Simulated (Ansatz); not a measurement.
**C2H6BFSi: how energies converge with the basis set**

One table from this session's results is given with a row withheld; the runs are named, their logs left out.

Method: one geometry, several basis sets; program: Ansatz 0.2.0, Gaussian basis.

Levels to be run: PBE0-D4/def2-SVP; ωB97M-V/def2-SVP; PBE0-D4/def2-QZVPP; ωB97M-V/def2-QZVPP; the functionals' def2-TZVPP values are taken from earlier runs.

## The relaxed structure

All runs share one geometry, relaxed beforehand with PBE0-D4 in a triple-zeta def2 set.

SMILES `C=C[SiH2]BF`, 11 atoms, charge 0, spin multiplicity 1.

Atoms are counted from 1 here; the program's logs count them from 0.

Bond lengths: C1–C2 1.331 Å, C1–H6 1.087 Å, C1–H7 1.085 Å, C2–Si3 1.863 Å, C2–H8 1.090 Å, Si3–B4 2.035 Å, Si3–H9 1.494 Å, Si3–H10 1.494 Å, B4–F5 1.324 Å, B4–H11 1.204 Å. Angles: C2–C1–H6 121.8°, C2–C1–H7 122.2°, H6–C1–H7 116.0°, C1–C2–Si3 124.3°, C1–C2–H8 117.8°, Si3–C2–H8 117.9°, C2–Si3–B4 115.9°, C2–Si3–H9 110.1°, C2–Si3–H10 110.1°, B4–Si3–H9 107.3°, B4–Si3–H10 107.3°, H9–Si3–H10 105.5°, Si3–B4–F5 122.5°, Si3–B4–H11 121.8°, F5–B4–H11 115.7°.

Coordinates:

```xyz
11

C    -0.5780    1.6781   -0.5545
C    -0.7670    0.4364   -0.9943
Si   -0.0261   -1.0812   -0.2076
B     1.1247   -0.7580    1.4390
F     1.3494    0.4538    1.9228
H    -1.0310    2.5347   -1.0465
H     0.0351    1.8968    0.3140
H    -1.3970    0.2988   -1.8727
H     0.8149   -1.8167   -1.1999
H    -1.1065   -2.0358    0.1848
H     1.6470   -1.6641    2.0356
```

Set-up of the first run:

File in.yaml:

```yaml
crystal:
  periodic: [false, false, false]
  atoms:
    - {symbol: C, position_ang: [-0.578040, 1.678133, -0.554521]}
    - {symbol: C, position_ang: [-0.767035, 0.436364, -0.994268]}
    - {symbol: Si, position_ang: [-0.026099, -1.081156, -0.207634]}
    - {symbol: B, position_ang: [1.124704, -0.757959, 1.438960]}
    - {symbol: F, position_ang: [1.349432, 0.453805, 1.922811]}
    - {symbol: H, position_ang: [-1.031035, 2.534718, -1.046508]}
    - {symbol: H, position_ang: [0.035138, 1.896754, 0.314026]}
    - {symbol: H, position_ang: [-1.397013, 0.298837, -1.872654]}
    - {symbol: H, position_ang: [0.814946, -1.816697, -1.199895]}
    - {symbol: H, position_ang: [-1.106486, -2.035775, 0.184758]}
    - {symbol: H, position_ang: [1.646989, -1.664123, 2.035624]}
basis:
  gaussian: {orbitals: def2-SVP}
hamiltonian: {xc: pbe0, dispersion: d4}
output: {orbitals: {seedname: orbitals}}
```

Launch:

```sh
> ansatz run in.yaml --threads 4 --pin off --events-out ev --progress --plain --max-ram 10444MiB
```

Steps of the session up to this table: PBE0-D4 in def2-SVP; ωB97M-V in def2-SVP; PBE0-D4 in def2-QZVPP; ωB97M-V in def2-QZVPP.

One table of the session follows, with a row left open; its other results are not shown here.

It belongs to the step «Functionals by basis». 

| functional | basis | HOMO (eV) |
| --- | --- | --- |
| PBE0-D4 | def2-SVP | -7.94 |
| PBE0-D4 | def2-TZVPP | -7.97 |
| PBE0-D4 | def2-QZVPP | ? |
| ωB97M-V | def2-SVP | -10.10 |
| ωB97M-V | def2-TZVPP | -10.16 |
| ωB97M-V | def2-QZVPP | -10.17 |

Q: Estimate the row for PBE0-D4, def2-QZVPP from the others.

As computed: HOMO (eV): -7.98. In the column «HOMO (eV)» it lies between ωB97M-V, def2-SVP (-10.10) and PBE0-D4, def2-TZVPP (-7.97).
